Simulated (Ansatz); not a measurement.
**C5H3N3: how energies converge with the basis set**

An exercise on one series of results from a longer session: the logs are not shown, and one member is left open.

Method: one geometry, several basis sets; program: Ansatz 0.2.0, Gaussian basis.

Plan: PBE0-D4/def2-SVP; ωB97M-V/def2-SVP; PBE0-D4/def2-QZVPP; ωB97M-V/def2-QZVPP; the functionals' def2-TZVPP values are taken from earlier runs.

**The geometry**

An earlier PBE0-D4 in a triple-zeta def2 set relaxation fixed the geometry.

SMILES `CC(C#N)(C#N)C#N`, 11 atoms, charge 0, spin multiplicity 1.

Atoms are counted from 1 here; the program's logs count them from 0.

Bond lengths: C1–C2 1.547 Å, C1–H9 1.089 Å, C1–H10 1.089 Å, C1–H11 1.089 Å, C2–C3 1.472 Å, C2–C5 1.472 Å, C2–C7 1.472 Å, C3–N4 1.147 Å, C5–N6 1.147 Å, C7–N8 1.147 Å. Angles: C2–C1–H9 109.1°, C2–C1–H10 109.1°, C2–C1–H11 109.1°, H9–C1–H10 109.8°, H9–C1–H11 109.8°, H10–C1–H11 109.8°, C1–C2–C3 109.7°, C1–C2–C5 109.7°, C1–C2–C7 109.7°, C3–C2–C5 109.2°, C3–C2–C7 109.2°, C5–C2–C7 109.2°, C2–C3–N4 177.7°, C2–C5–N6 177.7°, C2–C7–N8 177.7°.

As a file:

```xyz
11

C    -0.7840   -0.5960   -0.7720
C     0.1852    0.1408    0.1823
C     1.5660   -0.0003   -0.3070
N     2.6267   -0.1347   -0.7230
C    -0.1656    1.5689    0.2398
N    -0.4729    2.6741    0.2556
C     0.0873   -0.4375    1.5321
N    -0.0200   -0.9173    2.5687
H    -1.8020   -0.4858   -0.4017
H    -0.7042   -0.1613   -1.7671
H    -0.5165   -1.6509   -0.8077
```

The first run:

Contents of in.yaml:

```yaml
crystal:
  periodic: [false, false, false]
  atoms:
    - {symbol: C, position_ang: [-0.783984, -0.596045, -0.772022]}
    - {symbol: C, position_ang: [0.185199, 0.140797, 0.182346]}
    - {symbol: C, position_ang: [1.565966, -0.000319, -0.306958]}
    - {symbol: N, position_ang: [2.626653, -0.134659, -0.723027]}
    - {symbol: C, position_ang: [-0.165596, 1.568901, 0.239811]}
    - {symbol: N, position_ang: [-0.472907, 2.674129, 0.255572]}
    - {symbol: C, position_ang: [0.087337, -0.437517, 1.532093]}
    - {symbol: N, position_ang: [-0.019982, -0.917252, 2.568700]}
    - {symbol: H, position_ang: [-1.801985, -0.485810, -0.401722]}
    - {symbol: H, position_ang: [-0.704210, -0.161314, -1.767133]}
    - {symbol: H, position_ang: [-0.516502, -1.650931, -0.807662]}
basis:
  gaussian: {orbitals: def2-SVP}
hamiltonian: {xc: pbe0, dispersion: d4}
output: {orbitals: {seedname: orbitals}}
```

Command:

```bash
$ ansatz run in.yaml --threads 2 --pin off --events-out ev --progress --plain --max-ram 32768MiB --backend cpu
```

Steps of the session up to this table: PBE0-D4 in def2-SVP; ωB97M-V in def2-SVP; PBE0-D4 in def2-QZVPP; ωB97M-V in def2-QZVPP.

One table of the session follows, with a row left open; its other results are not shown here.

It belongs to the step «Density functionals: the series». 

| functional | basis | HOMO (eV) |
| --- | --- | --- |
| PBE0-D4 | def2-SVP | -10.59 |
| PBE0-D4 | def2-TZVPP | -10.65 |
| PBE0-D4 | def2-QZVPP | -10.67 |
| ωB97M-V | def2-SVP | -12.87 |
| ωB97M-V | def2-TZVPP | -12.96 |
| ωB97M-V | def2-QZVPP | ? |

Q: Estimate the row for ωB97M-V, def2-QZVPP from the others.

**Answer.** HOMO (eV): -12.97. In the column «HOMO (eV)» it is the lowest.
